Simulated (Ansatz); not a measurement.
# Tl: an axial (c/a) deformation path

An exercise on one series of results from a longer session: the logs are not shown, and one member is left open.

Method: DFT PBEsol, scalar-relativistic, plane waves, PAW, in Ansatz 0.2.0.

### Starting point

Symmetry: P6_3/mmc, No. 194, hexagonal system. The conventional cell has a = 3.456 Å, b = 3.456 Å, c = 5.525 Å, α = 90.00°, β = 90.00°, γ = 120.00°. Tl (site symmetry -6m2) has 12 Tl at 3.41 to 3.46 Å in its first shell of neighbours.

As a file:

```
Tl
1.0
     3.45600    0.00000    0.00000
    -1.72800    2.99298    0.00000
     0.00000    0.00000    5.52500
Tl
2
Direct
  0.33333 0.66667 0.25000
  0.66667 0.33333 0.75000
```

The cell is taken as given, not relaxed at this level.

The first run:

The input, input.yaml:

```yaml
crystal:
  lattice:
    - [3.4559983565, 0.0, 0.0]
    - [-1.7279991783, 2.9929823722, 0.0]
    - [0.0, 0.0, 5.525]
  atoms:
    - { symbol: Tl, position: [0.3333333333, 0.6666666667, 0.25] }
    - { symbol: Tl, position: [0.6666666667, 0.3333333333, 0.75] }
basis:
  ecutwfc: 420
kpoints:
  mp_grid: { grid: [18, 18, 10] }
hamiltonian:
  xc: pbesol
scf:
  occupations: { method: gaussian, width: 0.15 }
output:
  forces: true
  stress: true
  eigenvalues: true
  write_density: true
  write_potential: true
  elf: true
  volumetric_format: npy
```

Command:

```sh
ansatz run input.yaml --threads 1 --pin off --max-ram 2560MiB --backend cpu --events-out ev --progress --plain --runs-dir out
```

Steps of the session up to this table: The reference: the undisturbed cell on the scan's mesh; At ρ = 0.850; Point ρ = 1.200; At ρ = 0.920; Point ρ = 1.100; At ρ = 0.960; ρ = 1.050; ρ = 0.800; ρ = 1.300.

One of the session's tables, all rows but one given; the rest of the session is left out.

```
    ρ  ΔE (meV/atom)  pressure (GPa)
0.800           51.6             1.3
0.850           30.0             0.9
0.920           10.3             0.4
0.960            2.5             0.2
1.000            0.0             0.0
1.050              ?               ?
1.100           15.8             0.1
1.200           56.0             0.9
1.300          118.5             2.4
```

**Question.** Estimate the row for ρ = 1.050.

Worked estimate for «ΔE (meV/atom)». A straight line through the neighbours (1.000, 0.0) and (1.100, 15.8) gives 0.0 + (15.8 − 0.0) × (1.050 − 1.000) / (1.100 − 1.000) = 7.9; a parabola fitted to 4 rows on both sides gives 4.8.

The run gave: ΔE (meV/atom): 5.6; pressure (GPa): 0.0. In «ΔE (meV/atom)» the line misses by +2.3 and the parabola by -0.8.
